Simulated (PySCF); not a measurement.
# C8H14: geometry, NMR shifts, electronic excitations and core binding energies

Aim: predict the NMR shifts, electronic excitations and core binding energies of C8H14 (`C1CC[C@H]2CC[C@H]2C1`).

Computed with PySCF 2.14.0, with density-fitted response routines of our own, on a single molecule in the gas phase. Atoms count from 0, in the outputs and in this text.

### 1 The molecule as given

22 atoms, charge 0, multiplicity 1; geometry from: GFN2-xTB.

Bonds of the start (Å): C0–C1 1.52, C1–C2 1.53, C2–C3 1.52, C3–C4 1.54, C4–C5 1.54, C5–C6 1.54, C6–C7 1.53, C7–C0 1.52, C6–C3 1.55, C0–H8 1.09, C0–H9 1.09, C1–H10 1.09, C1–H11 1.09, C2–H12 1.09, C2–H13 1.09, C3–H14 1.09, C4–H15 1.09, C4–H16 1.09, C5–H17 1.09, C5–H18 1.09, C6–H19 1.09, C7–H20 1.09, C7–H21 1.09.

### 2 Optimising the geometry at PBE0-D3(BJ)/def2-SVP

Job settings and geometry (Å):

```
{"job": {"xc": "PBE0", "basis": "def2-SVP", "d3": "d3bj", "grid": 1, "kind": "geom"}, "charge": 0, "multiplicity": 1}
C      1.855869    -0.500302    -0.104656
C      1.518812     0.915452    -0.558248
C      0.522644     1.546965     0.408471
C     -0.694848     0.669019     0.661362
C     -1.775247     0.511185    -0.421940
C     -1.901160    -0.966033    -0.021823
C     -0.526286    -0.866969     0.665672
C      0.612072    -1.375273    -0.218025
H      2.652188    -0.914941    -0.726237
H      2.208499    -0.481717     0.928816
H      2.422284     1.527455    -0.598979
H      1.096072     0.878890    -1.564355
H      0.192495     2.517784     0.030449
H      1.030385     1.718891     1.361354
H     -1.168693     0.988870     1.593518
H     -1.377900     0.636644    -1.426710
H     -2.665776     1.127636    -0.314026
H     -2.710470    -1.128599     0.687685
H     -1.986371    -1.690689    -0.829669
H     -0.455739    -1.314921     1.658861
H      0.848291    -2.407524     0.049952
H      0.292471    -1.372437    -1.262320
```

**Question.** This job is followed by: GIAO PBE0/pcSseg-1 NMR shielding, non-relativistic, gas phase; TDDFT wB97X-D/def2-SVPD, vertical, gas phase, core orbitals frozen in the response; GIAO wB97X-D/pcSseg-1 NMR shielding, non-relativistic, gas phase; delta-SCF UKS SCAN, pcX-2 on the ionised atom, pcseg-1 elsewhere, spin-free X2C. Predict these results of the whole session: point group; rotational constants (main isotopes); 13C shifts against TMS (PBE0/pcSseg-1, means over atoms taken as alike); 1H shifts against TMS (PBE0/pcSseg-1, means over atoms taken as alike); lowest singlet (wB97X-D/def2-SVPD); brightest single state of those computed; lowest triplet; vertical ionisation energy (ΔSCF); C1s binding energies, SCAN/pcX-2; range of the shift of C3.

**Answer**, as computed:

| quantity | value |
| --- | --- |
| point group | C1 |
| rotational constants (main isotopes) | 3.30, 2.00, 1.50 GHz |
| 13C shifts against TMS (PBE0/pcSseg-1, means over atoms taken as alike) | 34.2, 30.0, 25.6, 24.9 ppm |
| 1H shifts against TMS (PBE0/pcSseg-1, means over atoms taken as alike) | 2.01, 1.75, 1.60, 1.49, 1.37, 1.28, 1.18 ppm |
| lowest singlet (wB97X-D/def2-SVPD) | 8.13 eV (153 nm), f = 0.009 |
| brightest single state of those computed | state 5, 8.71 eV, f = 0.042 |
| lowest triplet | 7.97 eV |
| vertical ionisation energy (ΔSCF) | 9.81 eV |
| C1s binding energies, SCAN/pcX-2 | C0 290.24, C2 290.19, C4 290.11, C3 290.06 eV |
| range of the shift of C3 | 33.1 to 34.2 ppm |

What this shows: Over 6 steps the energy fell by 0.063 eV; of the close pairs, C4–H15 changed most, 1.088 to 1.101 Å. At PBE0/pcSseg-1: Shielding is most anisotropic at C4, C5 (span 36 ppm, paramagnetic term -92 ppm). The first singlet state (HOMO→LUMO 0.76, HOMO→LUMO+1 0.17) lies at 8.13 eV and is weak; of the 10 states computed, the strongest absorption comes from states 5 to 6 together at 8.71 eV. The lowest triplet lies 0.16 eV below the lowest singlet (triplets in Tamm-Dancoff, singlets in full TDDFT). ΔSCF puts the ionisation energy at 9.81 eV, 0.10 eV above −ε(HOMO). The C1s levels kept as sound span 0.19 eV, from C3 (sp3 CH in a ring) up to C0 (sp3 CH2 in a ring). In ppm, C3 (with its like atoms) moves most: its shift spreads over 1.1 ppm, from 33.1 (wB97X-D/pcSseg-1) to 34.2 (PBE0/pcSseg-1).
